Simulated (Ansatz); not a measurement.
# SrGaH5: the cost of one run

Computed with Ansatz 0.2.0 (DFT, PBE, plane-wave PAW, default files, scalar-relativistic, as far as a step names no other, unless a step's input says otherwise).

1 further run of the same task is left out (it didn't finish).

## Step 1: The starting structure

It takes space group Pnma (No. 62, orthorhombic). The conventional cell has a = 8.706 Å, b = 4.723 Å, c = 8.868 Å, α = 90.00°, β = 90.00°, γ = 90.00°. Sr (site symmetry m) has 9 H at 2.39 to 2.74 Å as nearest neighbours. Ga (site symmetry m) has 4 H at 1.59 to 1.60 Å as nearest neighbours. H (site symmetry 1) is surrounded by 1 Ga at 1.59 Å. H (site symmetry m) is surrounded by 1 Ga at 1.60 Å. H (site symmetry m) has 3 Sr at 2.39 to 2.52 Å as nearest neighbours.

As a file:

```cif
data_structure
_symmetry_space_group_name_H-M 'P 1'
_symmetry_Int_Tables_number 1
_cell_length_a 8.7062
_cell_length_b 4.7235
_cell_length_c 8.8682
_cell_angle_alpha 90.000
_cell_angle_beta 90.000
_cell_angle_gamma 90.000
_cell_volume 364.69
loop_
_atom_site_label
_atom_site_type_symbol
_atom_site_fract_x
_atom_site_fract_y
_atom_site_fract_z
_atom_site_occupancy
Sr1 Sr 0.49377 0.75000 0.68170 1
Sr2 Sr 0.50623 0.25000 0.31830 1
Sr3 Sr 0.00623 0.25000 0.18170 1
Sr4 Sr 0.99377 0.75000 0.81830 1
Ga1 Ga 0.33348 0.75000 0.08462 1
Ga2 Ga 0.66652 0.25000 0.91538 1
Ga3 Ga 0.16652 0.25000 0.58462 1
Ga4 Ga 0.83348 0.75000 0.41538 1
H1 H 0.77384 0.02494 0.32920 1
H2 H 0.22616 0.52494 0.67080 1
H3 H 0.72616 0.52494 0.82920 1
H4 H 0.27384 0.02494 0.17080 1
H5 H 0.51636 0.75000 0.09803 1
H6 H 0.48364 0.25000 0.90197 1
H7 H 0.98364 0.25000 0.59803 1
H8 H 0.01636 0.75000 0.40197 1
H9 H 0.48152 0.75000 0.41274 1
H10 H 0.51848 0.25000 0.58726 1
H11 H 0.01848 0.25000 0.91274 1
H12 H 0.98152 0.75000 0.08726 1
H13 H 0.72616 0.97506 0.82920 1
H14 H 0.27384 0.47506 0.17080 1
H15 H 0.77384 0.47506 0.32920 1
H16 H 0.22616 0.97506 0.67080 1
H17 H 0.28272 0.75000 0.91109 1
H18 H 0.71728 0.25000 0.08891 1
H19 H 0.21728 0.25000 0.41108 1
H20 H 0.78272 0.75000 0.58891 1
```

## Step 2: Gradients at the starting positions

input.yaml reads:

```yaml
crystal:
  lattice:
    - [8.706211, 0.0, 0.0]
    - [0.0, 4.72349, 0.0]
    - [0.0, 0.0, 8.868152]
  atoms:
    - { symbol: Sr, position: [0.493766, 0.75, 0.681696] }
    - { symbol: Sr, position: [0.506234, 0.25, 0.318304] }
    - { symbol: Sr, position: [0.006234, 0.25, 0.181696] }
    - { symbol: Sr, position: [0.993766, 0.75, 0.818304] }
    - { symbol: Ga, position: [0.333476, 0.75, 0.084624] }
    - { symbol: Ga, position: [0.666524, 0.25, 0.915376] }
    - { symbol: Ga, position: [0.166524, 0.25, 0.584624] }
    - { symbol: Ga, position: [0.833476, 0.75, 0.415376] }
    - { symbol: H, position: [0.773841, 0.024936, 0.329198] }
    - { symbol: H, position: [0.226159, 0.524936, 0.670802] }
    - { symbol: H, position: [0.726159, 0.524936, 0.829198] }
    - { symbol: H, position: [0.273841, 0.024936, 0.170802] }
    - { symbol: H, position: [0.516363, 0.75, 0.098029] }
    - { symbol: H, position: [0.483637, 0.25, 0.901971] }
    - { symbol: H, position: [0.983637, 0.25, 0.598029] }
    - { symbol: H, position: [0.016363, 0.75, 0.401971] }
    - { symbol: H, position: [0.481519, 0.75, 0.41274] }
    - { symbol: H, position: [0.518481, 0.25, 0.58726] }
    - { symbol: H, position: [0.018481, 0.25, 0.91274] }
    - { symbol: H, position: [0.981519, 0.75, 0.08726] }
    - { symbol: H, position: [0.726159, 0.975064, 0.829198] }
    - { symbol: H, position: [0.273841, 0.475064, 0.170802] }
    - { symbol: H, position: [0.773841, 0.475064, 0.329198] }
    - { symbol: H, position: [0.226159, 0.975064, 0.670802] }
    - { symbol: H, position: [0.282724, 0.75, 0.911085] }
    - { symbol: H, position: [0.717276, 0.25, 0.088915] }
    - { symbol: H, position: [0.217276, 0.25, 0.411085] }
    - { symbol: H, position: [0.782724, 0.75, 0.588915] }
kpoints:
  mp_grid: { grid: [4, 6, 3] }
scf:
  occupations: { method: fermi_dirac, width: 0.02 }
hamiltonian:
  xc: pbe
  pseudopotentials: { kind: paw }
output:
  forces: true
  stress: true
  populations: true
  efg:
    quadrupole_moments_barn: { Sr: 0.305, Ga: 0.107, H: 0.00285783 }
    contact_densities: true
  write_density: true
  write_potential: true
  elf: true
  volumetric_format: npy
```

The run is started by

```bash
ansatz run input.yaml --threads 1 --pin off --max-ram 2560MiB --backend cpu --events-out ev --progress --plain --runs-dir out
```

What time and memory should one allow on 1 thread of Intel Xeon Platinum 8259CL at 2.50GHz (Skylake/Cascade Lake), shared host?

About 59 s, with a peak of 0.94 GiB.
